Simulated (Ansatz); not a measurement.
# ZrS+ (sextet): wave-function methods side by side, def2-QZVPP

The task here is to estimate one member of a computed series from the others.

The runs use Ansatz 0.2.0, Gaussian basis; def2-QZVPP, core rule «outside noble gas», up to 9 orbitals frozen.

To be run: UHF; ROHF; CCSD(T) on UHF.

**The system**

The geometry is a PBE0/def2-TZVP stationary point (not a proven minimum) of the parent state, kept for this charge and spin. No spin-orbit coupling is included. Elements past krypton take def2 core potentials.

2 atoms, charge 1, spin multiplicity 6.

Atoms are counted from 1 here; the program's logs count them from 0.

Bond lengths: Zr1–S2 2.454 Å.

As a file:

```xyz
2
SZr
Zr    0.00000    0.00000    0.00000
S     0.00000    0.00000    2.45420
```

The first run:

The input, in.yaml:

```yaml
crystal:
  periodic: [false, false, false]
  atoms:
    - {symbol: Zr, position_ang: [0.000000, 0.000000, 0.000000]}
    - {symbol: S, position_ang: [0.000000, 0.000000, 2.454200]}
basis:
  gaussian: {orbitals: "def2-QZVPP.json"}
total_charge: 1
magnetization: {spin_polarized: true, initial_magnetization: 5}
hamiltonian: {xc: hf}
output: {orbitals: {seedname: orbitals}}
```

The run is started by

```console
> ansatz run in.yaml --threads 1 --pin off --events-out ev --progress --plain --max-ram 4096MiB --backend cpu
```

Among the steps run: UHF; ROHF; CCSD(T) on UHF.

One table of the session follows, with a row left open; its other results are not shown here.

```
  method  from UCCSD(T) (kJ/mol)
    ROHF                       ?
     UHF                  +497.1
    UMP2                   +89.1
   UCCSD                   +19.7
UCCSD(T)                       0
```

**Question.** Estimate the row for ROHF.

As computed: from UCCSD(T) (kJ/mol): +527.0. In the column «from UCCSD(T) (kJ/mol)» it is the highest.
